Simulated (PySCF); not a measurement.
# C2H10OSi2: the cost of one run

Computed with PySCF 2.14.0, with density-fitted response routines of our own, on a single molecule in the gas phase. Atoms are numbered from 0 throughout.

### 1 The starting structure

15 atoms, charge 0, multiplicity 1; geometry from: GFN2-xTB. The atoms were then displaced at random by about 0.01 Å, so the start is not that level's minimum.

Bonds of the start (Å): C0–C1 1.53, C1–Si2 1.93, C1–O3 1.45, O3–Si4 1.59, C0–H5 1.10, C0–H6 1.09, C0–H7 1.06, C1–H8 1.12, Si2–H9 1.46, Si2–H10 1.47, Si2–H11 1.44, Si4–H12 1.45, Si4–H13 1.48, Si4–H14 1.47.

### 2 Geometry optimisation at PBE0-D3(BJ)/def2-SVP

Job settings and geometry (Å):

```
{"job": {"xc": "PBE0", "basis": "def2-SVP", "d3": "d3bj", "grid": 1, "shake": 0.01, "kind": "geom"}, "charge": 0, "multiplicity": 1}
C     -0.829860    -1.299420     0.162750
C     -0.389160     0.149170     0.394850
Si    -1.549740     1.491080    -0.352590
O      0.890060     0.413780    -0.241060
Si     2.303140    -0.289960    -0.079780
H     -1.833260    -1.418950     0.605060
H     -0.908050    -1.473200    -0.908700
H     -0.133550    -1.978570     0.590970
H     -0.249120     0.299980     1.497500
H     -2.862300     1.375970     0.272060
H     -0.952360     2.796920    -0.046660
H     -1.597500     1.265270    -1.778940
H      3.066280     0.625560    -0.905810
H      2.711770    -0.298970     1.342970
H      2.318310    -1.676030    -0.559850
```

Launch:

```
> OMP_NUM_THREADS=1 python probes_run.py task.json out
```

The driver reads the jobs from task.json and runs them one after another.

**Question.** How long does this first job take on 1 thread of Arm Neoverse V1, shared host, and how much memory does it need?

About 91 s, with a peak of 0.49 GiB.
